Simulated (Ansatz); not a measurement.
# CHFSSi (SMILES F[SiH]=C=S): single points off equilibrium

Aim: energy, forces and dipole at a structure displaced at random from a GFN2-xTB minimum, from CCSD(T) and from density functionals.

Computed with Ansatz 0.2.0, Gaussian basis. Level: single points in def2-TZVPP.

Cores are frozen in the correlated methods.

### Step 1. The system as given

SMILES `F[SiH]=C=S`, 5 atoms, charge 0, spin multiplicity 1.

Atoms are counted from 1 here; the program's logs count them from 0.

Bond lengths: F1–Si2 1.563 Å, Si2–C3 1.831 Å, Si2–H5 1.514 Å, C3–S4 1.584 Å. Angles: F1–Si2–C3 113.8°, F1–Si2–H5 98.5°, C3–Si2–H5 131.1°, Si2–C3–S4 142.3°.

Geometry (Å):

```xyz
5
CHFSSi
F     1.2078    1.3736   -0.3147
Si    0.0196    0.5792    0.3184
C    -0.2036   -1.0977   -0.3809
S    -1.2145   -1.9788   -1.2233
H     0.1748    1.0471    1.7503
```

### Step 2. CCSD(T)/def2-TZVPP

The input, run/in.yaml:

```yaml
crystal:
  periodic: [false, false, false]
  atoms:
    - {symbol: F, position_ang: [1.207800, 1.373600, -0.314700]}
    - {symbol: Si, position_ang: [0.019600, 0.579200, 0.318400]}
    - {symbol: C, position_ang: [-0.203600, -1.097700, -0.380900]}
    - {symbol: S, position_ang: [-1.214500, -1.978800, -1.223300]}
    - {symbol: H, position_ang: [0.174800, 1.047100, 1.750300]}
basis:
  gaussian: {orbitals: def2-TZVPP}
correlation: {method: ccsd_t}
output: {forces: true}
```

The command line of these runs was not kept.

### Step 3. PBE0-D4/def2-TZVPP

Edit run/in.yaml of step 2 so:

```diff
@@ -10,3 +10,3 @@
   gaussian: {orbitals: def2-TZVPP}
-correlation: {method: ccsd_t}
-output: {forces: true}
+hamiltonian: {xc: pbe0, dispersion: d4}
+output: {forces: true, orbitals: {seedname: orbitals}}
```

### Step 4. wB97M-V/def2-TZVPP

Edit run/in.yaml of step 3 so:

```diff
@@ -10,3 +10,3 @@
   gaussian: {orbitals: def2-TZVPP}
-hamiltonian: {xc: pbe0, dispersion: d4}
-output: {forces: true, orbitals: {seedname: orbitals}}
+hamiltonian: {xc: {name: wB97M-V}}
+output: {forces: true}
```

### Step 5. r2SCAN-D4/def2-TZVPP

Edit run/in.yaml of step 4 so:

```diff
@@ -10,3 +10,3 @@
   gaussian: {orbitals: def2-TZVPP}
-hamiltonian: {xc: {name: wB97M-V}}
+hamiltonian: {xc: r2scan, dispersion: d4}
 output: {forces: true}
```

### Step 6. PBE-D4/def2-TZVPP

Edit run/in.yaml of step 5 so:

```diff
@@ -10,3 +10,3 @@
   gaussian: {orbitals: def2-TZVPP}
-hamiltonian: {xc: r2scan, dispersion: d4}
+hamiltonian: {xc: pbe, dispersion: d4}
 output: {forces: true}
```

### Step 7. B97M-V/def2-TZVPP

Edit run/in.yaml of step 6 so:

```diff
@@ -10,3 +10,3 @@
   gaussian: {orbitals: def2-TZVPP}
-hamiltonian: {xc: pbe, dispersion: d4}
+hamiltonian: {xc: {name: B97M-V}}
 output: {forces: true}
```

### Step 8. LC-wPBE/def2-TZVPP

Edit run/in.yaml of step 7 so:

```diff
@@ -10,3 +10,3 @@
   gaussian: {orbitals: def2-TZVPP}
-hamiltonian: {xc: {name: B97M-V}}
+hamiltonian: {xc: {name: LC-wPBE}}
 output: {forces: true}
```

(Steps that only read results are left out.)

Q: Predict the outcome of this session. Wanted: energy less free atoms, CCSD(T)/def2-TZVPP; RMS force component; RMS force error; HOMO and LUMO, PBE0-D4; T1 diagnostic.

**Answer**, as computed:

```
                                  quantity                                                                                          value
energy less free atoms, CCSD(T)/def2-TZVPP                                                                                -400.7 kcal/mol
                       RMS force component                                                           0.620 to 0.841 eV/Å over the methods
                           RMS force error  PBE0-D4 0.301, wB97M-V 0.328, r2SCAN-D4 0.204, PBE-D4 0.255, B97M-V 0.305, LC-wPBE 0.526 eV/Å
                    HOMO and LUMO, PBE0-D4                                                                             -5.84 and -3.34 eV
                             T1 diagnostic                                                                                          0.020
```

In words: Against CCSD(T) the functionals' energies less atoms differ by -34.3 to +2.5 kcal/mol, PBE-D4 by -34.3 kcal/mol. CCSD(T) in triple zeta still lacks some correlation energy of the bonds, so part of these gaps is its own basis error and they don't rank the functionals. On forces the order runs from r2SCAN-D4 to LC-wPBE. Frozen-core CCSD(T) forces in triple zeta carry basis errors of their own, and this is one geometry, so small gaps rank nothing. The restricted Hartree–Fock reference is unstable towards an unrestricted one at one or more of these structures.
